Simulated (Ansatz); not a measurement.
# KNa: the cost of one run

Program: Ansatz 0.2.0. Level of theory: DFT PBE, scalar-relativistic, plane waves, PAW. These are calculated values, not measurements.

The COD cell was measured well above room temperature, so it is larger than a cold one.

## (1) Starting point

It takes space group Fm-3m (No. 225, cubic). The conventional cell has a = 6.153 Å, b = 6.153 Å, c = 6.153 Å, α = 90.00°, β = 90.00°, γ = 90.00°. K (site symmetry m-3m) has 6 Na at 3.08 Å as nearest neighbours. Na (site symmetry m-3m) is surrounded by 6 K at 3.08 Å.

Structure file:

```cif
data_structure
_symmetry_space_group_name_H-M 'P 1'
_symmetry_Int_Tables_number 1
_cell_length_a 4.3511
_cell_length_b 4.3511
_cell_length_c 4.3511
_cell_angle_alpha 60.000
_cell_angle_beta 60.000
_cell_angle_gamma 60.000
_cell_volume 58.25
loop_
_atom_site_label
_atom_site_type_symbol
_atom_site_fract_x
_atom_site_fract_y
_atom_site_fract_z
_atom_site_occupancy
K1 K 0.00000 0.00000 0.00000 1
Na1 Na 0.50000 0.50000 0.50000 1
```

This is candidate A: rock salt type (Fm-3m, No. 225).

(A quick probe on a coarse mesh, which set the mesh and smearing, is not shown.)

## (3) Coarse relaxation (candidate A)

input.yaml reads:

```yaml
crystal:
  lattice:
    - [0.0, 3.0767081847, 3.0767081847]
    - [3.0767081847, 0.0, 3.0767081847]
    - [3.0767081847, 3.0767081847, 0.0]
  atoms:
    - { symbol: K, position: [0.0, 0.0, 0.0] }
    - { symbol: Na, position: [0.5, 0.5, 0.5] }
basis:
  ecutwfc: 420
kpoints:
  mp_grid: { grid: [6, 6, 6] }
hamiltonian:
  xc: pbe
scf:
  occupations: { method: gaussian, width: 0.1 }
  lower_state_search: "off"
output:
  forces: true
  stress: true
  eigenvalues: true
relax:
  adjacent_minimum: "off"
  f_tol: 0.04
  max_steps: 70
  cell: { stress_tol: 0.4 }
```

Command:

```sh
$ ansatz run input.yaml --threads 1 --pin off --max-ram 2560MiB --backend cpu --events-out ev --progress --plain --runs-dir out
```

**Question.** How long does this run take on 1 thread of Arm Neoverse V1, shared host, and how much memory does it need?

About 11 s, with a peak of 0.34 GiB.
